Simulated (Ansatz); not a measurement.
# RuH2 (septet): the correlation ladder, def2-TZVPP

The task here is to estimate one member of a computed series from the others.

Computed with Ansatz 0.2.0, Gaussian basis. Level: def2-TZVPP, core rule «outside noble gas», up to 4 orbitals frozen.

Plan: UHF; ROHF; CCSD(T) on UHF.

**What is computed**

The geometry is a PBE0/def2-TZVP stationary point (not a proven minimum) of the parent state, kept for this charge and spin. No spin-orbit coupling is included. Elements past krypton take def2 core potentials.

3 atoms, charge 0, spin multiplicity 7.

Atoms are counted from 1 here; the program's logs count them from 0.

Bond lengths: Ru1–H2 1.687 Å, Ru1–H3 1.687 Å. Angles: H2–Ru1–H3 140.7°.

The first run:

The input, in.yaml:

```yaml
crystal:
  periodic: [false, false, false]
  atoms:
    - {symbol: Ru, position_ang: [0.000000, -0.011100, 0.000000]}
    - {symbol: H, position_ang: [0.000000, 0.556518, -1.588153]}
    - {symbol: H, position_ang: [0.000000, 0.556518, 1.588153]}
basis:
  gaussian: {orbitals: def2-TZVPP}
magnetization: {spin_polarized: true, initial_magnetization: 6}
hamiltonian: {xc: hf}
output: {orbitals: {seedname: orbitals}}
```

Command:

```
$ ansatz run in.yaml --threads 1 --pin off --events-out ev --progress --plain --max-ram 4096MiB --backend cpu
```

Steps of the session up to this table: UHF; ROHF; CCSD(T) on UHF.

One of the session's tables, all rows but one given; the rest of the session is left out.

| method | from UCCSD(T) (meV) |
| --- | --- |
| ROHF | ? |
| UHF | +6117.9 |
| UMP2 | +781.1 |
| UCCSD | +194.9 |
| UCCSD(T) | 0 |

Q: Estimate the row for ROHF from the others.

As computed: from UCCSD(T) (meV): +6287.9. In the column «from UCCSD(T) (meV)» it is the highest.
